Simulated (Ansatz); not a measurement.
The system is SrMg3O4.

```
Sr Mg O
1.0
     3.30150    0.00000    0.00000
     0.00000    3.30150    0.00000
     0.00000    0.00000    8.97961
Sr Mg O
1 3 4
Direct
  0.00000 0.00000 0.00000
  0.50000 0.50000 0.27235
  0.00000 0.00000 0.50000
  0.50000 0.50000 0.72765
  0.50000 0.50000 0.50000
  0.00000 0.00000 0.72502
  0.50000 0.50000 0.00000
  0.00000 0.00000 0.27498
```

The cell comes from a database or a generator and needn't be the stable form of this composition.

| Property | Result |
| --- | --- |
| Program | Ansatz 0.2.0 |
| Task | single point |
| Functional | PBE |
| Potentials or basis | Ansatz PAW |
| Cutoff | 420 eV (not typed: the program's choice for these potentials) |
| k mesh | 8 × 8 × 3 |
| Occupations | fermi-dirac, width 0.05 eV |
| Spin | no spin polarisation |

On this cell: pressure -0.8 GPa; largest force 0.088 eV/Å; band gap on the k mesh 2.16 eV, indirect (least direct gap 2.38 eV).

The same run follows on a disturbed copy (atoms moved at random, drawn with an rms of 0.05 Å):

```
CELL_PARAMETERS angstrom
3.30150 0.00000 0.00000
0.00000 3.30150 0.00000
0.00000 0.00000 8.97961
ATOMIC_POSITIONS crystal
Sr 0.99722 0.98867 0.00095
Mg 0.51080 0.50914 0.27508
Mg 0.00871 0.00336 0.50069
Mg 0.48285 0.49302 0.72698
O 0.51406 0.49958 0.50081
O 0.01544 0.00219 0.72588
O 0.50506 0.49001 0.00190
O 0.99853 0.00616 0.27335
```

Task: What changes?

Result: The energy moves by +2.5 meV/atom; pressure -0.5 GPa; largest force 0.510 eV/Å; band gap on the k mesh 2.01 eV, indirect (least direct gap 2.23 eV).

Forces in eV/Å, atoms in the order of the input:
```
Sr   0.235  0.110 -0.046
Mg   0.010 -0.103 -0.245
Mg  -0.103  0.006 -0.081
Mg   0.074  0.000  0.115
O   -0.105  0.031 -0.004
O    0.084  0.001 -0.202
O   -0.248  0.041 -0.037
O    0.053 -0.085  0.500
```

Stress tensor (GPa, compression positive):
```
-0.43  0.10 -0.26
 0.10 -0.50  0.06
-0.26  0.06 -0.52
```

Caveats: odd divisions of the mesh miss points on the zone boundary, where band edges often lie, so the gap on the mesh can be too wide.

A k mesh can miss the band edges.
